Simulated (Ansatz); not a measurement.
**TaRh3: under pressure**

An exercise on one series of results from a longer session: the logs are not shown, and one member is left open.

Method: DFT r2SCAN, scalar-relativistic, plane waves, PAW, in Ansatz 0.2.0.

### The system as given

The structure is cubic, space group Pm-3m (No. 221). Conventional cell: a = 3.860 Å, b = 3.860 Å, c = 3.860 Å, α = 90.00°, β = 90.00°, γ = 90.00°. Ta (site symmetry m-3m) is surrounded by 12 Rh at 2.73 Å. Rh (site symmetry 4/mmm) is surrounded by 4 Ta at 2.73 Å and 8 Rh at 2.73 Å.

As a file:

```xyz
4
Lattice="3.8600 0.0000 0.0000 0.0000 3.8600 0.0000 0.0000 0.0000 3.8600" Properties=species:S:1:pos:R:3 pbc="T T T"
Ta    0.0000    0.0000    0.0000
Rh    0.0000    1.9300    1.9300
Rh    1.9300    0.0000    1.9300
Rh    1.9300    1.9300    0.0000
```

Source of the structure: the Crystallography Open Database.

The first run:

(A quick probe on a coarse mesh, which set the mesh and smearing, is not shown.)

Input file input.yaml:

```yaml
crystal:
  lattice:
    - [3.86, 0.0, 0.0]
    - [0.0, 3.86, 0.0]
    - [0.0, 0.0, 3.86]
  atoms:
    - { symbol: Ta, position: [0.0, 0.0, 0.0] }
    - { symbol: Rh, position: [0.0, 0.5, 0.5] }
    - { symbol: Rh, position: [0.5, 0.0, 0.5] }
    - { symbol: Rh, position: [0.5, 0.5, 0.0] }
basis:
  ecutwfc: 500
kpoints:
  mp_grid: { grid: [12, 12, 12] }
hamiltonian:
  xc: r2scan
scf:
  occupations: { method: gaussian, width: 0.1 }
output:
  forces: true
  stress: true
  eigenvalues: true
  write_density: true
  write_potential: true
  elf: true
  volumetric_format: npy
relax:
  adjacent_minimum: "off"
  f_tol: 0.005
  max_steps: 80
  cell: { stress_tol: 0.05 }
```

Started as:

```console
$ ansatz run input.yaml --threads 1 --pin off --max-ram 2560MiB --backend cpu --events-out ev --progress --plain --runs-dir out
```

Steps of the session up to this table: Full relaxation; Target pressure -1 GPa; Relaxing at 1 GPa; Relaxing at 4 GPa; 12 GPa; Relaxing at 25 GPa; Target pressure 50 GPa; Target pressure 90 GPa.

One table of the session follows, with a row left open; its other results are not shown here.

Lengths are those of the vectors of the cell that was run:

```
P (GPa)  V (Å³/atom)  a (Å)  b (Å)  c (Å)  ΔH (eV/atom)
     -1        14.47  3.868  3.868  3.868        -0.090
      0        14.42  3.864  3.864  3.864         0.000
      1        14.37  3.859  3.859  3.859         0.090
      4        14.22  3.846  3.846  3.846         0.358
     12        13.88  3.815  3.815  3.815         1.059
     25            ?      ?      ?      ?             ?
     50        12.68  3.701  3.701  3.701         4.196
     90        11.83  3.617  3.617  3.617         7.249
```

**Question.** Estimate the row for P (GPa) = 25.

Worked estimate for «V (Å³/atom)». A straight line through the neighbours (12, 13.88) and (50, 12.68) gives 13.88 + (12.68 − 13.88) × (25 − 12) / (50 − 12) = 13.47; a parabola fitted to 4 rows on both sides gives 13.43.

The run gave: V (Å³/atom): 13.40; a (Å): 3.770; b (Å): 3.770; c (Å): 3.770; ΔH (eV/atom): 2.165. In «V (Å³/atom)» the line misses by +0.07 and the parabola by +0.03.

ΔH is E + PV over the energy at zero pressure; a, b and c are the vectors of the computed cell. 
